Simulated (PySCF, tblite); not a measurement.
# C7H10BNOSe: excited states

Wanted: excited states for C7H10BNOSe (`C[Se]N1C=CC=CB1C(C)=O`).

Programs: tblite 0.8.0 and PySCF 2.14.0, with routines of our own; each step states its level. All values are computed. Atoms count from 0.

### 1 The system as given

21 atoms, charge 0, multiplicity 1; geometry from: force field or distance geometry start.

### 2 Geometry optimisation with GFN2-xTB

Job settings and geometry (Å):

```
{"job": {"kind": "relax", "xc": "GFN2-xTB", "basis": "xTB"}, "charge": 0, "multiplicity": 1}
C      3.322200    -0.916000    -0.167600
Se     1.850400    -0.645500    -1.456300
N      0.621000     0.456900    -0.514500
C      0.907600     1.870800    -0.368700
C      0.065300     2.648900     0.284100
C     -1.192100     2.173300     0.847300
C     -1.594700     0.926000     0.783700
B     -0.678400    -0.121600     0.057900
C     -1.270600    -1.362800    -0.663600
C     -2.187500    -2.328200     0.052000
O     -1.057200    -1.639000    -1.845900
H      4.219500    -1.307500    -0.617900
H      3.449900     0.105300     0.301400
H      2.970800    -1.555900     0.681300
H      1.849200     2.233600    -0.789200
H      0.325800     3.688100     0.382100
H     -1.791500     2.945300     1.357100
H     -2.536100     0.599000     1.225900
H     -1.662200    -3.295400     0.226800
H     -2.962400    -2.566000    -0.715300
H     -2.658100    -1.892200     0.939100
```

Started as:

```sh
$ OMP_NUM_THREADS=1 python excited_run.py task.json out
```

The driver reads the jobs from task.json and runs them one after another.

Output:

```text
step      E/eV     max force
  0    -855.12476    3.916
  1    -855.61827    1.805
  2    -855.76151    0.934
  3    -855.84138    0.732
  4    -855.90774    0.628
  5    -855.94214    0.468
  6    -855.96155    0.377
  7    -855.98141    0.408
  8    -855.99812    0.276
  9    -856.01004    0.288
 10    -856.02097    0.330
 11    -856.03308    0.263
 12    -856.04383    0.276
 13    -856.05075    0.166
 14    -856.05564    0.161
 15    -856.06092    0.186
 16    -856.06761    0.255
 17    -856.07498    0.246
 18    -856.08158    0.171
 19    -856.08701    0.165
 20    -856.09188    0.167
 21    -856.09645    0.163
 22    -856.10065    0.162
 23    -856.10473    0.139
 24    -856.10878    0.147
 25    -856.11252    0.135
 26    -856.11580    0.125
 27    -856.11883    0.124
 28    -856.12189    0.126
 29    -856.12508    0.146
 30    -856.12811    0.136
 31    -856.13076    0.115
 32    -856.13310    0.145
 33    -856.13542    0.117
 34    -856.13778    0.115
 35    -856.13963    0.089
 36    -856.14082    0.083
 37    -856.14179    0.077
 38    -856.14277    0.080
 39    -856.14410    0.087
 40    -856.14569    0.084
 41    -856.14716    0.084
 42    -856.14823    0.083
 43    -856.14918    0.075
 44    -856.15031    0.085
 45    -856.15161    0.089
 46    -856.15277    0.079
 47    -856.15370    0.087
 48    -856.15465    0.087
 49    -856.15592    0.088
 50    -856.15745    0.092
 51    -856.15878    0.081
 52    -856.15969    0.065
 53    -856.16051    0.074
 54    -856.16153    0.077
 55    -856.16269    0.076
 56    -856.16370    0.068
 57    -856.16457    0.083
 58    -856.16555    0.084
 59    -856.16691    0.093
 60    -856.16866    0.108
 61    -856.17074    0.121
 62    -856.17326    0.158
 63    -856.17736    0.203
 64    -856.18263    0.199
 65    -856.18869    0.173
 66    -856.19015    0.358
 67    -856.19750    0.184
 68    -856.20120    0.230
 69    -856.20761    0.261
 70    -856.21393    0.218
 71    -856.22354    0.257
 72    -856.23240    0.223
 73    -856.23606    0.442
 74    -856.24358    0.279
 75    -856.24860    0.143
 76    -856.25558    0.202
 77    -856.25983    0.255
 78    -856.26503    0.174
 79    -856.26881    0.119
 80    -856.27135    0.104
 81    -856.27317    0.101
 82    -856.27458    0.084
 83    -856.27606    0.079
 84    -856.27766    0.176
 85    -856.27915    0.267
 86    -856.28145    0.154
 87    -856.28373    0.111
 88    -856.28514    0.102
 89    -856.28686    0.105
 90    -856.28803    0.092
 91    -856.28881    0.050
 92    -856.28937    0.053
 93    -856.28990    0.060
 94    -856.29058    0.079
 95    -856.29140    0.071
 96    -856.29224    0.064
 97    -856.29300    0.063
 98    -856.29361    0.058
 99    -856.29418    0.050
100    -856.29489    0.059
101    -856.29577    0.080
102    -856.29677    0.107
103    -856.29783    0.093
104    -856.29879    0.065
105    -856.29957    0.050
106    -856.30019    0.048
107    -856.30077    0.086
108    -856.30132    0.053
109    -856.30188    0.050
110    -856.30238    0.054
111    -856.30280    0.045
112    -856.30321    0.049
113    -856.30363    0.048
114    -856.30418    0.064
115    -856.30501    0.083
116    -856.30615    0.080
117    -856.30738    0.072
118    -856.30821    0.120
119    -856.30935    0.075
120    -856.31056    0.088
121    -856.31210    0.069
122    -856.31339    0.069
123    -856.31433    0.061
124    -856.31498    0.061
125    -856.31542    0.067
126    -856.31592    0.050
127    -856.31643    0.052
128    -856.31710    0.053
129    -856.31752    0.073
130    -856.31810    0.083
131    -856.31862    0.059
132    -856.31921    0.070
133    -856.31968    0.059
134    -856.31964    0.130
135    -856.32034    0.045
136    -856.32062    0.049
137    -856.32165    0.065
138    -856.32224    0.086
139    -856.32349    0.082
140    -856.32466    0.077
141    -856.32413    0.252
142    -856.32594    0.222
143    -856.32786    0.077
144    -856.32886    0.087
145    -856.33013    0.122
146    -856.33116    0.082
147    -856.33235    0.129
148    -856.33423    0.104
149    -856.33604    0.156
150    -856.33881    0.077
151    -856.34129    0.161
152    -856.34344    0.154
153    -856.34601    0.187
154    -856.34749    0.131
155    -856.34879    0.097
156    -856.34985    0.087
157    -856.35099    0.075
158    -856.35155    0.055
159    -856.35203    0.050
160    -856.35242    0.038
161    -856.35277    0.030
162    -856.35299    0.024
163    -856.35311    0.024
164    -856.35318    0.029
165    -856.35326    0.034
166    -856.35335    0.035
167    -856.35351    0.032
168    -856.35373    0.033
169    -856.35399    0.039
170    -856.35419    0.037
171    -856.35433    0.035
172    -856.35449    0.031
173    -856.35469    0.023
174    -856.35486    0.021
175    -856.35495    0.021
176    -856.35501    0.013
177    -856.35505    0.010
```

It took 3 s on 1 thread of Arm Neoverse N1, shared host; peak memory 0.18 GiB.

Relaxation path: (not every step is listed)

| step | energy from step 0 (eV) | largest force (eV/Å) |
| --- | --- | --- |
| 0 | 0.0000 | 3.9156 |
| 1 | -0.4935 | 1.8045 |
| 2 | -0.6368 | 0.9345 |
| 3 | -0.7166 | 0.7322 |
| 4 | -0.7830 | 0.6280 |
| 5 | -0.8174 | 0.4677 |
| 6 | -0.8368 | 0.3768 |
| 7 | -0.8566 | 0.4083 |
| 8 | -0.8734 | 0.2757 |
| 24 | -0.9840 | 0.1465 |
| 40 | -1.0209 | 0.0843 |
| 56 | -1.0389 | 0.0681 |
| 72 | -1.1076 | 0.2226 |
| 88 | -1.1604 | 0.1017 |
| 104 | -1.1740 | 0.0653 |
| 120 | -1.1858 | 0.0884 |
| 136 | -1.1959 | 0.0489 |
| 152 | -1.2187 | 0.1539 |
| 168 | -1.2290 | 0.0326 |
| 172 | -1.2297 | 0.0311 |
| 173 | -1.2299 | 0.0227 |
| 174 | -1.2301 | 0.0211 |
| 175 | -1.2302 | 0.0214 |
| 176 | -1.2302 | 0.0133 |
| 177 | -1.2303 | 0.0098 |

Close pairs (by a distance rule), those that changed most:

| bond | before (Å) | after (Å) | change (Å) |
| --- | --- | --- | --- |
| N2–C3 | 1.450 | 1.345 | -0.105 |
| N2–B7 | 1.533 | 1.428 | -0.105 |
| C6–B7 | 1.570 | 1.504 | -0.066 |
| C5–C6 | 1.312 | 1.369 | +0.057 |
| C4–C5 | 1.458 | 1.403 | -0.055 |
| C3–C4 | 1.319 | 1.368 | +0.048 |
| C0–H12 | 1.131 | 1.087 | -0.044 |
| C0–H13 | 1.120 | 1.087 | -0.033 |

The next job starts from the end point, and lists it.

### 3 Infrared spectrum with GFN2-xTB

Job settings and geometry (Å):

```
{"job": {"kind": "ir", "xc": "GFN2-xTB", "basis": "xTB"}, "charge": 0, "multiplicity": 1}
C      3.485353    -0.174084    -0.765160
Se     1.810408    -1.216630    -0.760890
N      0.591659     0.076829    -0.061801
C      1.043844     1.289651     0.302295
C      0.225402     2.260364     0.811141
C     -1.148892     2.035821     0.981564
C     -1.690654     0.826917     0.636769
B     -0.793591    -0.242842     0.077588
C     -1.210057    -1.699034    -0.373519
C     -2.648807    -2.139247    -0.304099
O     -0.349895    -2.472104    -0.782516
H      4.209944    -0.871269    -1.183935
H      3.425707     0.697967    -1.411626
H      3.807433     0.101218     0.236000
H      2.096541     1.499832     0.187392
H      0.658311     3.210897     1.082628
H     -1.755049     2.835451     1.387694
H     -2.753705     0.689198     0.785012
H     -2.999113    -2.048871     0.721555
H     -2.760736    -3.165394    -0.645724
H     -3.253023    -1.477728    -0.920840
```

Output:

```text
mode    cm-1     km/mol
  1      24.2      5.06
  2      80.1      1.08
  3     112.8      2.15
  4     142.9      0.95
  5     149.3      0.19
  6     168.9     16.52
  7     215.6      1.12
  8     237.8      6.94
  9     245.9      3.78
 10     271.2      0.01
 11     348.8      4.29
 12     349.3      1.90
 13     390.9      1.28
 14     414.1      1.26
 15     525.7      2.78
 16     532.1     67.88
 17     561.7     32.92
 18     585.4      0.07
 19     637.7     15.22
 20     689.7      2.35
 21     746.7     26.18
 22     811.6     29.08
 23     820.4     17.07
 24     849.5      0.01
 25     883.8      0.42
 26     912.5      5.15
 27     946.0      0.01
 28     958.7      4.21
 29     973.7     25.74
 30    1044.9     20.72
 31    1079.2      0.69
 32    1148.5     46.22
 33    1178.6      2.67
 34    1208.9     47.99
 35    1225.1     60.42
 36    1277.7      6.35
 37    1296.9     12.93
 38    1357.7     29.51
 39    1371.5      7.68
 40    1406.5      6.69
 41    1452.3     12.57
 42    1453.2     10.59
 43    1453.7     15.76
 44    1458.7      4.75
 45    1498.7     17.82
 46    1580.3      9.01
 47    1644.2    154.79
 48    3004.2      9.85
 49    3006.7      8.97
 50    3014.8     21.12
 51    3027.1      9.66
 52    3033.2      1.91
 53    3045.0     38.48
 54    3046.5      8.50
 55    3062.6     83.31
 56    3088.2     11.49
 57    3099.2     32.40
```

Run time: 1.8 s. Hardware: 1 thread of Arm Neoverse N1, shared host; peak memory 0.18 GiB.

Which atoms move in the most intense modes:

| cm⁻¹ | km/mol | atoms |
| --- | --- | --- |
| 532 | 67.9 | C0 70 %, Se1 15 % |
| 562 | 32.9 | O10 27 %, C9 14 %, C6 11 %, C8 10 % |
| 1148 | 46.2 | H15 22 %, H16 19 %, B7 13 %, C8 11 % |
| 1209 | 48.0 | B7 28 %, H17 18 %, C8 16 %, H14 12 % |
| 1225 | 60.4 | B7 35 %, C8 24 %, H17 15 % |
| 1644 | 154.8 | C8 61 %, O10 37 % |
| 3045 | 38.5 | H19 68 %, H16 11 % |
| 3063 | 83.3 | H17 70 %, H16 20 % |

### 4 Excited states: TDA BHandHLYP/def2-SVP

Settings changed since step 3:

```diff
@@ -1,2 +1,2 @@
-{"job": {"kind": "ir", "xc": "GFN2-xTB", "basis": "xTB"}, "charge": 0, "multiplicity": 1}
+{"job": {"kind": "states", "xc": "BHandHLYP", "basis": "def2-SVP", "tda": true, "soc": true, "nstates": 6, "ntriplets": 6, "nquad": 4}, "charge": 0, "multiplicity": 1}
 C      3.485353    -0.174084    -0.765160
```

Level: TDA BHandHLYP/def2-SVP excited states, vertical, gas phase, spin-orbit mean-field couplings.

Output:

```text
coarse grid: 83792 points
cycle   1  E = -2828.1271009407  dE =  1.154e+00  |g| = 7.799e-01  |ddm| = 5.116e+00
cycle   2  E = -2827.9892822276  dE =  1.378e-01  |g| = 1.187e+00  |ddm| = 2.012e+00
cycle   3  E = -2828.2723693810  dE = -2.831e-01  |g| = 1.126e-01  |ddm| = 1.330e+00
cycle   4  E = -2828.2746562168  dE = -2.287e-03  |g| = 6.405e-02  |ddm| = 1.659e-01
cycle   5  E = -2828.2757071597  dE = -1.051e-03  |g| = 1.647e-02  |ddm| = 8.515e-02
cycle   6  E = -2828.2757846061  dE = -7.745e-05  |g| = 4.749e-03  |ddm| = 2.106e-02
cycle   7  E = -2828.2757921338  dE = -7.528e-06  |g| = 2.603e-03  |ddm| = 8.458e-03
final grid: 178664 points
cycle   8  E = -2828.2757806809  dE =  3.216e-07  |g| = 3.319e-03  |ddm| = 6.377e-03
cycle   9  E = -2828.2757773931  dE =  3.288e-06  |g| = 5.181e-03  |ddm| = 6.978e-03
cycle  10  E = -2828.2757834220  dE = -6.029e-06  |g| = 2.371e-04  |ddm| = 4.230e-03
cycle  11  E = -2828.2757834442  dE = -2.223e-08  |g| = 1.305e-04  |ddm| = 4.403e-04
cycle  12  E = -2828.2757834557  dE = -1.154e-08  |g| = 3.299e-05  |ddm| = 4.252e-04
cycle  13  E = -2828.2757834561  dE = -3.351e-10  |g| = 1.028e-05  |ddm| = 4.958e-05
converged SCF energy = -2828.2757834561

Singlet excitations
state   eV       nm        f     d(h-e)  d(exc)  Lambda  PR(NTO)  |dmu|/D   mu/D   main configurations
  1   3.7151   333.7   0.00025   0.734   2.512   0.448   1.010    1.784    1.552   H-2->L 0.76, H-2->L+1 0.11
  2   4.4931   275.9   0.00101   0.116   2.514   0.589   1.011    0.162    2.676   H->L+2 0.88, H-1->L+2 0.09
  3   4.6390   267.3   0.10201   1.784   3.519   0.573   1.103    4.906    5.988   H->L 0.93
  4   4.9580   250.1   0.04911   0.767   3.246   0.573   2.006    2.613    4.233   H-1->L 0.55, H->L+1 0.39
  5   5.7030   217.4   0.36760   1.381   3.740   0.563   2.028                     H->L+1 0.56, H-1->L 0.38
  6   6.0547   204.8   0.00024   2.360   3.668   0.463   1.091                     H-1->L+2 0.82, H->L+2 0.10

Triplet excitations (Tamm-Dancoff)
state   eV     d(h-e)  d(exc)  Lambda  PR(NTO)   main configurations
  1   3.0640   0.663   2.424   0.444   1.009   H-2->L 0.73, H-2->L+1 0.12
  2   3.5115   0.184   2.831   0.613   1.067   H->L 0.45, H-1->L 0.21, H-1->L+1 0.20
  3   3.5486   0.025   2.388   0.579   1.006   H->L+2 0.82, H-1->L+2 0.14
  4   3.6726   0.561   2.883   0.654   1.738   H-1->L+1 0.41, H->L 0.35, H->L+1 0.12
  5   4.3738   0.762   3.223   0.588   1.635   H-1->L 0.58, H->L+1 0.18, H->L 0.08
  6   4.9458   1.434   3.266   0.618   1.497   H->L+1 0.38, H-1->L+1 0.18, H-1->L 0.09
S1 - T1 = 0.6511 eV

Spin-orbit couplings |<S|Hso|T>| (cm-1)
             T1       T2       T3       T4       T5       T6
S0       33.012    4.874  921.624   17.719    5.647   22.094
S1        2.775   42.874    3.094   62.791   58.602   76.976
S2        5.480   60.229   42.411   53.726   76.358   11.721
S3      111.700    3.682   89.351    1.289    2.199    3.873
S4       47.496    0.579   14.480    0.637    0.720    0.754
S5       10.601    3.847   81.596    3.092    4.411    1.562
S6        2.789   74.175   86.617   12.664   39.707   14.760
T1 sublevels (cm-1): 0.000 0.039 0.360   radiative rates (1/s): 1.82 266 1.14e+03
```

It took 2.5 min on 1 thread of Arm Neoverse N1, shared host; peak memory 0.99 GiB.

Key values:

| quantity | value |
| --- | --- |
| S1 less T1 | 0.65 eV |

The fields below are evaluated on a grid from the run's orbitals.

Frontier orbitals at BHandHLYP/def2-SVP, with the share of their density that lies nearest to each atom:

| orbital | energy (eV) | lies on |
| --- | --- | --- |
| HOMO | -6.92 | Se1 53 %; B7 10 %; C4 9 % |
| LUMO | -0.25 | C8 22 %; B7 19 %; O10 16 % |

ELF in a plane through or near 17 of the atoms.

Ten even steps from ' ' (0.00) to '@' (1.00):
```
                                                        
                                                        
                            ::++++..                    
                ..**##::    %%@@@@@@                    
                %%@@@@@@::  @@@@@@@@                    
                **@@@@@@++**==**%%::    ..              
                  ..++::++%%..==%%++@@@@@@%%            
            ::**##==**@@##----##::--@@@@@@%%            
            ==@@@@@@==--==..::##**==%%@@**              
              ::%%%%++%%****==..::++                    
          ::--::    ::##::==**::--%%....--++::          
        ..++::::##**::==**==  ++%%::####----==..        
        --**..::%%++****..::..==**::##%%..++**::        
      ==@@@@@@##==--++++--::%%##==##..::@@@@@@%%..      
      ++@@@@@@==  ::**##**  **%%%%@@::  %%@@@@%%..      
        ==%%++      --==::  ..==****..  ..**++..        
                                                        
                                                        
                                                        
                                                        
```
The map spans 12.8 Å across and 12.2 Å up, centred on the molecule. Atoms in the plane (x, y in Å): C0 (-3.3, -1.4), Se1 (-1.4, -1.9), N2 (-0.6, -0.1), C3 (-1.4, 1.0), C4 (-0.9, 2.2), C5 (0.5, 2.5), C6 (1.4, 1.4), B7 (0.8, 0.0), C8 (1.7, -1.3), C9 (3.2, -1.3), O10 (1.1, -2.4), H11 (-3.8, -2.4), H14 (-2.4, 0.8), H15 (-1.6, 3.1), H16 (0.8, 3.5), H17 (2.4, 1.7), H19 (3.6, -2.3).

On the surface of density 0.002 e/bohr³ the electrostatic potential runs, from the 1st to the 99th percentile, from -1.71 V near O10 to 1.11 V near H14.

### 5 What came out

| quantity | value |
| --- | --- |
| strongest single infrared mode (GFN2-xTB) | 1644 cm⁻¹, 155 km/mol |
| zero-point energy (GFN2-xTB) | 98.9 kcal/mol |
| S1 less T1 (step 4, TDA BHandHLYP/def2-SVP) | 0.65 eV |
| potential on the surface of density 0.002 e/bohr³, 1st and 99th percentile | -1.71 V and 1.11 V |

No mode is imaginary among the 57: a minimum at this level. The strongest single mode, at 1644 cm⁻¹, moves mainly C8 and O10. GFN2-xTB is a fitted tight-binding method: band positions and strengths are rough. Its intensities can rank the bands wrongly. Scalar relativity is left out for the heavy atoms. In step 4, the number of triplets below S1 is 4, and the largest singlet-triplet spin-orbit coupling is S0–T3, 921.62 cm⁻¹.
